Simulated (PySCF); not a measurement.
# Zr(OtBu)F3: geometry, NMR shifts and electronic excitations

Wanted: the NMR shifts and electronic excitations of Zr(OtBu)F3 (`CC(C)(C)[O][Zr]([F])([F])[F]`), by calculation.

Computed with PySCF 2.14.0, with density-fitted response routines of our own, on a single molecule in the gas phase. Atoms count from 0, in the outputs and in this text.

## 1. Starting geometry

18 atoms, charge 0, multiplicity 1; geometry from: GFN2-xTB. The atoms were then displaced at random by about 0.03 Å, so the start is not that level's minimum.

Bonds of the start (Å): Zr0–O1 1.84, Zr0–F15 1.87, Zr0–F16 1.96, Zr0–F17 1.77, O1–C2 1.44, C2–C3 1.46, C2–C4 1.54, C2–C5 1.53, C3–H6 1.16, C3–H7 1.13, C3–H8 1.03, C4–H9 1.09, C4–H10 1.13, C4–H11 1.14, C5–H12 1.13, C5–H13 1.08, C5–H14 1.10.

## 2. Geometry optimisation at PBE0-D3(BJ)/def2-SVP

The job: settings as JSON, then the geometry in Å.

```
{"job": {"xc": "PBE0", "basis": "def2-SVP", "d3": "d3bj", "grid": 1, "maxiter": 40, "shake": 0.03, "kind": "geom"}, "charge": 0, "multiplicity": 1}
Zr     1.111640    -0.215940    -1.972460
O      1.252750     0.180210    -0.177000
C     -0.014920     0.086930     0.491160
C     -0.657950    -1.098950    -0.069230
C      0.319570    -0.159920     1.976200
C     -0.747180     1.422080     0.302390
H     -1.603890    -1.312420     0.560220
H     -1.047590    -0.881480    -1.105150
H     -0.115880    -1.977000     0.004420
H      0.865140    -1.080320     2.159700
H     -0.622880    -0.190960     2.603440
H      0.963780     0.671910     2.407660
H     -0.939320     1.633920    -0.793270
H     -0.220850     2.237810     0.771000
H     -1.726920     1.325500     0.783480
F      2.512130     0.741410    -2.759130
F     -0.463480     0.595340    -2.821790
F      1.079520    -1.961200    -2.283920
```

On the command line:

```
> OMP_NUM_THREADS=1 python probes_run.py task.json out
```

This one command runs all jobs of the session in turn.

The program printed:

```text
step   0  E = -578.97622424  max force = 0.106172
step   1  E = -579.01189841  max force = 0.027548
step   2  E = -579.01649314  max force = 0.012374
step   3  E = -579.01906874  max force = 0.009150
step   4  E = -579.02055544  max force = 0.010583
step   5  E = -579.02265666  max force = 0.010723
step   6  E = -579.02357005  max force = 0.006935
step   7  E = -579.02440387  max force = 0.004896
step   8  E = -579.02507122  max force = 0.006720
step   9  E = -579.02581061  max force = 0.010994
step  10  E = -579.02654327  max force = 0.010600
step  11  E = -579.02718337  max force = 0.006134
step  12  E = -579.02767063  max force = 0.002730
step  13  E = -579.02788813  max force = 0.006191
step  14  E = -579.02799144  max force = 0.007806
step  15  E = -579.02824549  max force = 0.002345
step  16  E = -579.02831479  max force = 0.002643
step  17  E = -579.02834305  max force = 0.001546
step  18  E = -579.02835875  max force = 0.002230
step  19  E = -579.02836885  max force = 0.002602
step  20  E = -579.02840923  max force = 0.001359
step  21  E = -579.02842664  max force = 0.000298
step  22  E = -579.02843402  max force = 0.000400
optimisation converged
```

Wall time 8.8 min (1 thread of Arm Neoverse V1, shared host); peak memory 0.86 GiB.

Along the way:

```csv
step,energy from step 0 (eV),largest force component (eV/Å)
0,0.0000,5.4596
1,-0.9707,1.4166
2,-1.0958,0.6363
3,-1.1659,0.4705
4,-1.2063,0.5442
5,-1.2635,0.5514
6,-1.2883,0.3566
7,-1.3110,0.2518
8,-1.3292,0.3456
9,-1.3493,0.5653
10,-1.3693,0.5451
11,-1.3867,0.3154
12,-1.3999,0.1404
13,-1.4058,0.3184
14,-1.4087,0.4014
15,-1.4156,0.1206
16,-1.4175,0.1359
17,-1.4182,0.0795
18,-1.4187,0.1147
19,-1.4189,0.1338
20,-1.4200,0.0699
21,-1.4205,0.0153
22,-1.4207,0.0206
```

Distances of close pairs at the start and the end, largest changes first:

```csv
bond,before (Å),after (Å),change (Å)
Zr0–H7,2.420,3.979,+1.559
Zr0–C3,2.745,4.025,+1.280
Zr0–C2,2.726,3.306,+0.580
Zr0–F17,1.773,1.910,+0.137
C3–H8,1.035,1.100,+0.066
C2–C3,1.461,1.525,+0.064
C3–H6,1.156,1.100,-0.056
Zr0–F16,1.965,1.910,-0.055
```

The final coordinates are the input of the step that follows.

```csv
at the end point,value
"rotational constants (GHz, main isotopes)","1.702, 0.616, 0.616"
dipole moment (D),3.33
```

## 3. NMR shieldings: PBE0/def2-TZVP+pcSseg-1

The job: settings as JSON, then the geometry in Å.

```
{"job": {"kind": "nmr", "xc": "PBE0", "basis": {"default": "pcSseg-1", "Zr": "def2-TZVP"}}, "charge": 0, "multiplicity": 1}
Zr     1.036050     0.004834    -2.548938
O      0.343491     0.010432    -0.789058
C     -0.203929     0.002777     0.516046
C     -1.401048    -0.941195     0.511645
C      0.877398    -0.486503     1.472561
C     -0.629778     1.428434     0.849547
H     -1.889279    -0.962188     1.497125
H     -2.140865    -0.617048    -0.235624
H     -1.081862    -1.964063     0.261221
H      1.209642    -1.496362     1.188778
H      0.499943    -0.523888     2.505189
H      1.747746     0.185974     1.444771
H     -1.383743     1.781150     0.130033
H      0.235839     2.106327     0.805342
H     -1.060956     1.483094     1.860033
F      2.822942     0.679694    -2.527779
F     -0.065231     1.110889    -3.649032
F      1.027310    -1.785438    -3.214141
```

With the program's defaults for keys left out, this is: GIAO PBE0/pcSseg-1 Zr:def2-TZVP NMR shielding, scalar relativity only through core potentials, gas phase.

The program printed:

```text
coarse grid: 72256 points
cycle   1  E = -579.0418796588  dE = -4.994e+00  |g| = 1.194e+00  |ddm| = 5.437e+00
cycle   2  E = -579.0884551982  dE = -4.658e-02  |g| = 1.277e+00  |ddm| = 2.257e+00
cycle   3  E = -579.3692639963  dE = -2.808e-01  |g| = 2.565e-01  |ddm| = 1.182e+00
cycle   4  E = -579.3802575489  dE = -1.099e-02  |g| = 1.203e-01  |ddm| = 2.368e-01
cycle   5  E = -579.3823872757  dE = -2.130e-03  |g| = 5.021e-02  |ddm| = 9.554e-02
cycle   6  E = -579.3829516531  dE = -5.644e-04  |g| = 7.355e-03  |ddm| = 4.319e-02
cycle   7  E = -579.3829599106  dE = -8.257e-06  |g| = 3.859e-03  |ddm| = 6.048e-03
cycle   8  E = -579.3829623708  dE = -2.460e-06  |g| = 6.983e-04  |ddm| = 2.346e-03
final grid: 153608 points
cycle   9  E = -579.3829859738  dE = -3.846e-07  |g| = 1.187e-03  |ddm| = 2.164e-03
cycle  10  E = -579.3829854698  dE =  5.040e-07  |g| = 2.130e-03  |ddm| = 1.697e-03
cycle  11  E = -579.3829862221  dE = -7.524e-07  |g| = 1.395e-04  |ddm| = 1.063e-03
cycle  12  E = -579.3829862264  dE = -4.248e-09  |g| = 2.906e-05  |ddm| = 1.050e-04
cycle  13  E = -579.3829862265  dE = -1.171e-10  |g| = 1.495e-05  |ddm| = 2.448e-05
converged SCF energy = -579.3829862265

GIAO shielding tensors (ppm)
atom      isotropic    diamagn.    paramagn.     s11        s22        s33       span
  0 Zr         nan         nan         nan        nan        nan        nan        nan
  1 O       21.273     403.166    -381.893   -100.764    -99.451    264.034    364.798
  2 C      102.191     237.437    -135.246     75.620     75.797    155.157     79.538
  3 C      151.159     248.050     -96.892    132.759    137.196    183.520     50.761
  4 C      151.325     247.939     -96.614    133.510    136.911    183.554     50.044
  5 C      151.315     247.978     -96.663    132.869    137.536    183.541     50.672
  6 H       30.136      29.975       0.161     26.731     27.737     35.939      9.208
  7 H       29.809      30.371      -0.561     26.959     28.033     34.437      7.478
  8 H       29.730      30.327      -0.597     26.855     28.003     34.332      7.477
  9 H       29.825      30.301      -0.476     26.915     28.076     34.484      7.570
 10 H       30.142      29.925       0.216     26.742     27.750     35.933      9.192
 11 H       29.750      30.246      -0.497     26.849     27.995     34.405      7.556
 12 H       29.734      30.295      -0.561     26.867     27.992     34.341      7.474
 13 H       29.818      30.296      -0.479     26.918     28.051     34.485      7.567
 14 H       30.154      29.953       0.201     26.745     27.755     35.963      9.218
 15 F       30.828     473.567    -442.740   -172.825   -118.918    384.226    557.050
 16 F       30.771     473.489    -442.717   -173.682   -119.034    385.029    558.711
 17 F       30.800     473.512    -442.712   -173.087   -119.694    385.180    558.268
```

It took 58 s on 1 thread of Arm Neoverse V1, shared host; peak memory 1.4 GiB.

The references, computed at this level on geometries of the same kind, shield at (ppm): ¹H TMS 31.27, ¹³C TMS 184.4, ¹⁹F CFCl3 177.2, ¹⁷O H2O 334.6. Their shielding less the atom's gives the shift. The references are single molecules in the gas phase, so shifts against H2O, NH3, PH3, H3PO4 or CFCl3 are not on the usual liquid scales and can be off by tens of ppm. Atoms listed in one row are averaged.

```csv
atoms,environment,σ (ppm),δ (ppm)
C2,"carbon bonded to 3 C, O",102.2,82.2
"C3, C4, C5","carbon bonded to C, 3 H",151.3,33.1
"H6, H7, H8, H9, H10 and 4 more",hydrogen on a carbon bonded to C,29.90,1.37
O1,"oxygen bonded to C, Zr",21.3,313.3
"F15, F16, F17",fluorine bonded to Zr,30.8,146.4
```

Atoms past Kr carry core potentials, so their printed shieldings have no meaning and are left out of the table.

The run also stored atomic charges by several schemes (e):

```csv
atoms,Mulliken,ESP fit
Zr0,1.66,1.77
O1,-0.67,-0.78
C2,-0.16,0.87
"C3, C4, C5",-0.20,-0.59
"F15, F16, F17",-0.45,-0.47
```

Mayer bond orders: Zr0–O1 1.05, Zr0–F15 0.94, Zr0–F16 0.94, Zr0–F17 0.94, O1–C2 0.76, C2–C3 1.02, C2–C4 1.02, C2–C5 1.02.

With diffuse functions Mulliken charges and Mayer bond orders lose their meaning; the other schemes are steadier.

Orbitals, density, ELF and potential are computed afterwards from the orbital file.

Frontier orbitals at PBE0/def2-TZVP+pcSseg-1, with the share of their density that lies nearest to each atom:

```csv
orbital,energy (eV),lies on
HOMO,-8.90,"O1 46 %; C2, C5 about 11 % each; C3 9 %"
LUMO,-0.51,"Zr0 66 %; F16, F17 about 9 % each; O1 7 %"
```

ELF in a plane through or near 5 of the atoms.

Ten even steps from ' ' (0.00) to '@' (1.00):
```
                                                        
                                                        
                                                        
                                                        
          ....              ..::..                      
        ::==++==..          --==--                      
      ..--++**++::          ..--::                      
        ::==--..    --**--  ..::::..  ..                
            --##**..++%%##----**++..                    
          ::%%==##==****++##::--++::                    
          ::%%::%%==****++##::::**::                    
            --####..++%%##::**@@%%++++##==              
        ::--::..    --++::  ==++::##@@@@@@--            
        --++**==..        ::####--##@@@@@@==            
        ..--==--..        ==%%@@##++##@@@@..            
            ..            ::**##++..  ..                
                            ..::..                      
                                                        
                                                        
                                                        
```
The map spans 12.0 Å across and 9.4 Å up, centred on the molecule. Atoms in the plane (x, y in Å): Zr0 (-2.8, 0.0), O1 (-0.9, 0.0), C2 (0.5, 0.0), C5 (1.0, -1.4), H14 (2.1, -1.5).

On the surface of density 0.002 e/bohr³ the electrostatic potential runs, from the 1st to the 99th percentile, from -1.17 V near F15 to 3.36 V near Zr0.

## 4. TDDFT and polarisability: wB97X-D/def2-SVPD

Settings changed since step 3:

```diff
@@ -1,2 +1,2 @@
-{"job": {"kind": "nmr", "xc": "PBE0", "basis": {"default": "pcSseg-1", "Zr": "def2-TZVP"}}, "charge": 0, "multiplicity": 1}
+{"job": {"kind": "uv", "xc": "wB97X-D", "basis": "def2-SVPD", "ip": false, "nstates": 10}, "charge": 0, "multiplicity": 1}
 Zr     1.036050     0.004834    -2.548938
```

With the program's defaults for keys left out, this is: TDDFT wB97X-D/def2-SVPD, vertical, gas phase, core orbitals frozen in the response.

The program printed:

```text
coarse grid: 72256 points
cycle   1  E = -579.2198261521  dE = -5.937e+00  |g| = 1.103e+00  |ddm| = 1.332e+01
cycle   2  E = -579.2451190075  dE = -2.529e-02  |g| = 1.179e+00  |ddm| = 5.584e+00
cycle   3  E = -579.4609095811  dE = -2.158e-01  |g| = 1.894e-01  |ddm| = 1.163e+00
cycle   4  E = -579.4680302146  dE = -7.121e-03  |g| = 5.190e-02  |ddm| = 7.664e-01
cycle   5  E = -579.4686236859  dE = -5.935e-04  |g| = 2.164e-02  |ddm| = 2.679e-01
cycle   6  E = -579.4687287427  dE = -1.051e-04  |g| = 5.923e-03  |ddm| = 5.785e-02
cycle   7  E = -579.4687356901  dE = -6.947e-06  |g| = 2.542e-03  |ddm| = 1.212e-02
final grid: 153608 points
cycle   8  E = -579.4721193716  dE = -7.743e-05  |g| = 3.247e-03  |ddm| = 1.213e-01
cycle   9  E = -579.4721191651  dE =  2.065e-07  |g| = 3.733e-03  |ddm| = 1.189e-02
cycle  10  E = -579.4721215743  dE = -2.409e-06  |g| = 5.570e-04  |ddm| = 4.339e-03
cycle  11  E = -579.4721216269  dE = -5.260e-08  |g| = 2.663e-04  |ddm| = 2.195e-03
cycle  12  E = -579.4721216446  dE = -1.769e-08  |g| = 2.783e-05  |ddm| = 6.390e-04
cycle  13  E = -579.4721216449  dE = -3.015e-10  |g| = 1.047e-05  |ddm| = 1.381e-04
converged SCF energy = -579.4721216449

Static polarisability (au): isotropic 88.857, principal 82.431 82.455 101.684

Singlet excitations
state   eV       nm        f      main configurations
  1   7.1639    173.1   0.00001   H-1->L+1 0.24, H->L+2 0.22, H->L+1 0.21
  2   7.2815    170.3   0.00340   H-1->L+1 0.34, H->L+2 0.34, H->L+1 0.10
  3   7.2824    170.3   0.00345   H-1->L+2 0.35, H->L+1 0.33, H->L+2 0.11
  4   7.7073    160.9   0.02418   H->L 0.63, H->L+3 0.25
  5   7.7115    160.8   0.02398   H-1->L 0.63, H-1->L+3 0.25
  6   7.7878    159.2   0.09363   H-1->L+2 0.21, H->L+1 0.20, H->L+2 0.17
  7   8.2628    150.1   0.00004   H->L+7 0.17, H-1->L+8 0.13, H->L+4 0.11
  8   8.3232    149.0   0.00212   H->L+8 0.19, H-1->L+7 0.17, H->L+5 0.14
  9   8.3280    148.9   0.00185   H-1->L+8 0.20, H->L+7 0.17, H-1->L+5 0.15
 10   8.5237    145.5   0.00779   H->L+3 0.24, H->L+6 0.22, H->L 0.18

Triplet excitations (Tamm-Dancoff, eV): 6.8191 6.9957 6.9973 7.1651
```

It took 2.1 min on 1 thread of Arm Neoverse V1, shared host; peak memory 1.6 GiB.

Frontier orbitals and where they lie:

```csv
orbital,eV,atoms
HOMO−3,-12.36,"C5 18 %, C3 17 %, O1 15 %"
HOMO−2,-12.35,"C4 20 %, O1 16 %, C3 12 %"
HOMO−1,-10.83,"O1 43 %, C4 15 %, C2 15 %"
HOMO,-10.83,"O1 43 %, C2 15 %, C5 13 %"
LUMO,1.11,Zr0 66 %
LUMO+1,1.29,"Zr0 71 %, F16 8 %, F17 7 %"
LUMO+2,1.30,"Zr0 71 %, F15 8 %, F17 7 %"
```

With each of the 10 states as a Gaussian band of 0.4 eV half-width at 1/e, the curve within the window shown has maxima at 160 nm (ε 5,800) L/(mol cm). Beyond the last state computed it falls off for lack of states. The curve at chosen wavelengths:

| nm | ε (L/mol/cm) |
| --- | --- |
| 141 | 219 |
| 143 | 352 |
| 145 | 510 |
| 147 | 729 |
| 149 | 1106 |
| 151 | 1757 |
| 153 | 2726 |
| 154 | 3298 |
| 156 | 4463 |
| 158 | 5383 |
| 160 | 5782 |
| 162 | 5565 |
| 164 | 4841 |
| 166 | 3846 |
| 168 | 2825 |
| 170 | 1944 |
| 172 | 1272 |
| 174 | 803 |
| 176 | 495 |
| 177 | 386 |
| 179 | 233 |
| 181 | 138 |
| 183 | 81 |
| 185 | 46 |
| 187 | 25 |
| 189 | 14 |

Leading natural transition orbitals of singlet state 6: the hole lies on O1 64 %; C2, C4 about 7 % each; the particle on Zr0 65 %; F15, F17 about 11 % each; F16 6 %.

Leading natural transition orbitals of singlet state 1: the hole lies on O1 68 %; C2, C5 about 6 % each; the particle on Zr0 67 %; O1 11 %; F15, F16, F17 about 7 % each.

Ground-state properties from the same run:

```csv
property,computed
dipole moment (D),3.41
polarisability (Å³),13.17
HOMO–LUMO gap (eV),11.93
−ε(HOMO) (eV),10.83
```

## 5. Shielding tensors: B3LYP/def2-TZVP+pcSseg-1

Settings changed since step 4:

```diff
@@ -1,2 +1,2 @@
-{"job": {"kind": "uv", "xc": "wB97X-D", "basis": "def2-SVPD", "ip": false, "nstates": 10}, "charge": 0, "multiplicity": 1}
+{"job": {"kind": "nmr", "xc": "B3LYP", "basis": {"default": "pcSseg-1", "Zr": "def2-TZVP"}, "pop": false}, "charge": 0, "multiplicity": 1}
 Zr     1.036050     0.004834    -2.548938
```

With the program's defaults for keys left out, this is: GIAO B3LYP/pcSseg-1 Zr:def2-TZVP NMR shielding, scalar relativity only through core potentials, gas phase.

The program printed:

```text
coarse grid: 72256 points
cycle   1  E = -579.5981645902  dE = -4.950e+00  |g| = 1.284e+00  |ddm| = 5.442e+00
cycle   2  E = -579.5775390166  dE =  2.063e-02  |g| = 1.509e+00  |ddm| = 2.540e+00
cycle   3  E = -579.9638092511  dE = -3.863e-01  |g| = 3.284e-01  |ddm| = 1.427e+00
cycle   4  E = -579.9821357566  dE = -1.833e-02  |g| = 1.437e-01  |ddm| = 2.884e-01
cycle   5  E = -579.9851452263  dE = -3.009e-03  |g| = 6.047e-02  |ddm| = 1.144e-01
cycle   6  E = -579.9859660023  dE = -8.208e-04  |g| = 1.159e-02  |ddm| = 5.327e-02
cycle   7  E = -579.9859884725  dE = -2.247e-05  |g| = 4.204e-03  |ddm| = 7.974e-03
cycle   8  E = -579.9859914624  dE = -2.990e-06  |g| = 9.166e-04  |ddm| = 2.997e-03
final grid: 153608 points
cycle   9  E = -579.9860913180  dE = -3.132e-07  |g| = 1.654e-03  |ddm| = 2.681e-03
cycle  10  E = -579.9860901704  dE =  1.148e-06  |g| = 3.138e-03  |ddm| = 2.447e-03
cycle  11  E = -579.9860917984  dE = -1.628e-06  |g| = 2.499e-04  |ddm| = 1.565e-03
cycle  12  E = -579.9860918123  dE = -1.388e-08  |g| = 3.461e-05  |ddm| = 1.849e-04
cycle  13  E = -579.9860918125  dE = -1.960e-10  |g| = 1.400e-05  |ddm| = 2.967e-05
converged SCF energy = -579.9860918125

GIAO shielding tensors (ppm)
atom      isotropic    diamagn.    paramagn.     s11        s22        s33       span
  0 Zr         nan         nan         nan        nan        nan        nan        nan
  1 O       12.884     403.096    -390.212   -111.413   -110.035    260.101    371.515
  2 C       95.149     237.493    -142.344     68.504     68.680    148.262     79.757
  3 C      145.387     247.140    -101.753    126.755    130.746    178.660     51.905
  4 C      145.549     247.031    -101.482    127.493    130.461    178.693     51.200
  5 C      145.544     247.069    -101.525    126.866    131.085    178.682     51.816
  6 H       30.233      29.983       0.249     27.002     27.937     35.760      8.758
  7 H       29.930      30.574      -0.643     27.255     28.255     34.281      7.025
  8 H       29.849      30.521      -0.672     27.149     28.223     34.176      7.027
  9 H       29.946      30.499      -0.553     27.211     28.298     34.328      7.117
 10 H       30.239      29.932       0.306     27.011     27.950     35.755      8.744
 11 H       29.869      30.439      -0.570     27.145     28.215     34.247      7.102
 12 H       29.853      30.493      -0.641     27.164     28.210     34.185      7.020
 13 H       29.939      30.490      -0.551     27.214     28.274     34.329      7.116
 14 H       30.251      29.961       0.290     27.015     27.955     35.783      8.768
 15 F       22.872     474.422    -451.550   -183.996   -126.792    379.403    563.399
 16 F       22.893     474.346    -451.453   -184.801   -126.760    380.239    565.041
 17 F       22.914     474.370    -451.456   -184.214   -127.435    380.391    564.604
```

It took 42 s on 1 thread of Arm Neoverse V1, shared host; peak memory 1.4 GiB.

In short: δ C2 84.1, C3 33.7, O1 321.2, F15 149.0, H6 1.37 ppm (means over like atoms).

## 6. Run by run: NMR shifts

Shifts (ppm), means over like atoms, with basis size and wall time:

```csv
run,C2,C3,H6,O1,F15,functions,time
PBE0/def2-TZVP+pcSseg-1,82.2,33.1,1.37,313.3,146.4,221,58 s
B3LYP/def2-TZVP+pcSseg-1,84.1,33.7,1.37,321.2,149.0,221,42 s
```

## 7. Outcome

| quantity | value |
| --- | --- |
| rotational constants (main isotopes) | 1.70, 0.62, 0.62 GHz |
| ¹³C shifts against TMS (PBE0/def2-TZVP+pcSseg-1, means over atoms taken as alike) | 82.2, 33.1 ppm |
| ¹H shifts against TMS (PBE0/def2-TZVP+pcSseg-1, means over atoms taken as alike) | 1.37 ppm |
| ¹⁷O shifts against H2O (PBE0/def2-TZVP+pcSseg-1) | 313.3 ppm |
| ¹⁹F shifts against CFCl3 (PBE0/def2-TZVP+pcSseg-1, means over atoms taken as alike) | 146.4 ppm |
| surface potential, 1st and 99th percentile | -1.17 V and 3.36 V |
| lowest singlet (wB97X-D/def2-SVPD) | 7.16 eV (173 nm), f = 0.000 |
| brightest single state of those computed | state 6, 7.79 eV, f = 0.094 |
| lowest triplet | 6.82 eV |
| range of the shift of O1 | 313.3 to 321.2 ppm |

The start was shaken at random, so part of the energy gained undoes that. Relaxing lowered the energy by 1.421 eV in 22 steps; the close pair that moved most is Zr0–H7, from 2.420 to 3.979 Å. At PBE0/def2-TZVP+pcSseg-1: The largest span, 558 ppm, is at F15, F16, F17, where the paramagnetic term is -443 ppm. The first singlet state (HOMO−1→LUMO+1 0.24, HOMO→LUMO+2 0.22) lies at 7.16 eV and is dark; of the 10 states computed, the strongest absorption comes from state 6 at 7.79 eV. The lowest triplet lies 0.34 eV below the lowest singlet (triplets in Tamm-Dancoff, singlets in full TDDFT). Across the 2 runs the shift of O1 moves most, between 313.3 (PBE0/def2-TZVP+pcSseg-1) and 321.2 ppm (B3LYP/def2-TZVP+pcSseg-1). Spin-orbit coupling is left out, which matters for shieldings and couplings at and beside the heavy atoms.
